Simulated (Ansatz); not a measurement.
# Ge₂H₃+ (singlet): wave-function methods side by side, cc-pVDZ

An exercise on one series of results from a longer session: the logs are not shown, and one member is left open.

Method: cc-pVDZ, core rule «outside noble gas», up to 28 orbitals frozen; program: Ansatz 0.2.0, Gaussian basis.

The runs, in order: UHF; CCSD(T) on RHF; CCSD(T) on UHF; BCCD(T) on RHF; CISD; CCSDT(Q) on RHF; CCSDT(Q) on UHF.

19 further runs of the same task are left out: 6 that didn't finish, 13 set aside as unsound or not needed.

## The system

The geometry is a PBE0/def2-TZVP stationary point (not a proven minimum) of the parent state, kept for this charge and spin. No spin-orbit coupling is included. The filled d shell of Ge may be among the frozen orbitals whatever the setting's name suggests; the logs give the count.

5 atoms, charge 1, spin multiplicity 1.

Atoms are counted from 1 here; the program's logs count them from 0.

Bond lengths: Ge1–Ge2 2.489 Å, Ge1–H3 1.550 Å, Ge1–H4 1.544 Å, Ge1–H5 1.544 Å. Angles: Ge2–Ge1–H3 104.2°, Ge2–Ge1–H4 115.6°, Ge2–Ge1–H5 115.6°, H3–Ge1–H4 106.7°, H3–Ge1–H5 106.7°, H4–Ge1–H5 107.3°.

Set-up of the first run:

in.yaml

```yaml
crystal:
  periodic: [false, false, false]
  atoms:
    - {symbol: Ge, position_ang: [-0.001989, 0.000001, 1.207499]}
    - {symbol: Ge, position_ang: [-0.001381, -0.000001, -1.281547]}
    - {symbol: H, position_ang: [1.500233, -0.000013, 1.588157]}
    - {symbol: H, position_ang: [-0.628647, 1.243483, 1.874144]}
    - {symbol: H, position_ang: [-0.628670, -1.243469, 1.874145]}
basis:
  gaussian: {orbitals: cc-pVDZ}
total_charge: 1
magnetization: {spin_polarized: true, initial_magnetization: 0}
hamiltonian: {xc: hf}
output: {orbitals: {seedname: orbitals}}
```

Run with:

```sh
> ansatz run in.yaml --threads 1 --pin off --events-out ev --progress --plain --max-ram 2393MiB
```

Among the steps run: UHF; CCSD(T) on RHF; CCSD(T) on UHF; BCCD(T) on RHF; CISD; CCSDT(Q) on RHF; CCSDT(Q) on UHF.

One of the session's tables, all rows but one given; the rest of the session is left out.

| method | from RCCSDT(Q) (kcal/mol) |
| --- | --- |
| RHF | +122.37 |
| UHF | +121.78 |
| RMP2 | +30.20 |
| UMP2 | +32.48 |
| CISD | +13.81 |
| RCCSD | +3.83 |
| UCCSD | +3.92 |
| RCCSD(T) | +0.85 |
| UCCSD(T) | +0.89 |
| BCCD(T) | ? |
| RCCSDT | +0.16 |
| UCCSDT | +0.20 |
| RCCSDT(Q) | 0 |
| UCCSDT(Q) | +0.03 |

Estimate the missing values for BCCD(T).

The run gave: from RCCSDT(Q) (kcal/mol): +0.84. In the column «from RCCSDT(Q) (kcal/mol)» it lies between UCCSDT (+0.20) and RCCSD(T) (+0.85).

Among the levels timed on like hardware and quicker than the yardstick, those that no quicker one beats, quickest first: CISD (2 s, +13.81 kcal/mol); BCCD(T) (2.3 s, +0.84 kcal/mol).

Limits of these values: Restricted and unrestricted rows rest on different reference determinants; where their highest levels disagree by more than a few hundredths of an eV, they describe different states and don't form one ladder.
